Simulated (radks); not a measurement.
**Pd³⁺ in [Kr] 4d7: an all-electron calculation**

One table from this session's results is given with a row withheld; the runs are named, their logs left out.

Method: scalar-relativistic Kohn-Sham, SOGGA, spin-unpolarised, spherical densities, finite nucleus. Code: radks (a radial shooting solver on a logarithmic mesh, Libxc functionals) version 1.

## Starting point

| Property | Result |
| --- | --- |
| element | palladium (Z = 46) |
| charge | +3 |
| electrons | 43 |
| configuration | [Kr] 4d7 |
| nuclear rms radius | 4.5318 fm |

The outer shells:

Pd³⁺
```
[Kr] core
4d [↑↓][↑↓][↑ ][↑ ][↑ ]
```

Set-up of the first run:

Input:

```text
Z 46
configuration [Kr] 4d7
relativity scalar-relativistic
functional sogga,pbe
spin unpolarised
nucleus finite rms 4.5318 fm
c 137.035999084
```

On the command line:

```
python run_ks.py task.json out
```

All runs below come from this command, one after another.

Among the steps run: Self-consistent calculation.

One of the session's tables, all rows but one given; the rest of the session is left out.

It belongs to the step «Shells». Sizes of the orbitals, from the radial functions (bohr):

```
level      <r>  outermost maximum (interpolated)  90 % within  nodes
   1s  0.03187                            0.0207       0.0572      0
   2s   0.1384                             0.117        0.214      1
   2p   0.1207                            0.0934        0.196      0
   3s   0.3795                             0.342        0.559      2
   3p   0.3788                             0.335        0.570      1
   3d   0.3576                             0.282        0.567      0
   4s        ?                                 ?            ?      ?
   4p    1.024                             0.905         1.51      2
   4d    1.305                              1.06         2.02      1
```

Q: Estimate the row for 4s from the others.

The run gave: <r>: 0.9381; outermost maximum (interpolated): 0.849; 90 % within: 1.36; nodes: 3. In the column «<r>» it lies between 3s (0.3795) and 4p (1.024).

Caveats from the session: Spin polarisation and multiplet splitting are left out.
